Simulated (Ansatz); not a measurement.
The system is Ti2B.

```
CELL_PARAMETERS angstrom
-2.82907 2.82907 2.36827
2.82907 -2.82907 2.36827
2.82907 2.82907 -2.36827
ATOMIC_POSITIONS crystal
Ti 0.16440 0.33560 0.50000
Ti 0.83560 0.66440 0.50000
Ti 0.33560 0.83560 0.17120
Ti 0.66440 0.16440 0.82880
B 0.25000 0.25000 0.00000
B 0.75000 0.75000 0.00000
```

The cell comes from a database or a generator and needn't be the stable form of this composition.

| Item | Value |
| --- | --- |
| Program | Ansatz 0.2.0 |
| Task | single point |
| Functional | PBE |
| Potentials or basis | Ansatz PAW |
| Cutoff | 420 eV (not typed: the program's choice for these potentials) |
| k mesh | 7 × 7 × 7 |
| Occupations | fermi-dirac, width 0.05 eV |
| Spin | no spin polarisation |

On this cell: pressure 0.6 GPa; largest force 0.083 eV/Å; band gap on the k mesh none (metal or under the smearing width).

The same run follows on a disturbed copy (atoms moved at random, drawn with an rms of 0.05 Å):

```
Ti B
1.0
    -2.82907    2.82907    2.36827
     2.82907   -2.82907    2.36827
     2.82907    2.82907   -2.36827
Ti B
4 2
Direct
  0.14817 0.32525 0.50197
  0.82852 0.65052 0.49905
  0.33431 0.82476 0.16499
  0.66358 0.16634 0.83366
  0.24874 0.24725 0.99430
  0.74978 0.74750 0.98854
```

**Question.** What does the disturbed cell give?

**Answer.** The energy (extrapolated to zero smearing) moves by +8.1 meV/atom; pressure 0.8 GPa; largest force 0.602 eV/Å; band gap on the k mesh none (metal or under the smearing width).

Forces in eV/Å, atoms in the order of the input:
```
Ti  -0.492  0.103  0.333
Ti   0.116 -0.317  0.200
Ti   0.281 -0.134  0.069
Ti  -0.243 -0.027  0.006
B    0.081  0.145 -0.491
B    0.257  0.230 -0.116
```

Stress tensor (GPa, compression positive):
```
 0.95  0.17  0.06
 0.17  0.55 -0.18
 0.06 -0.18  0.91
```
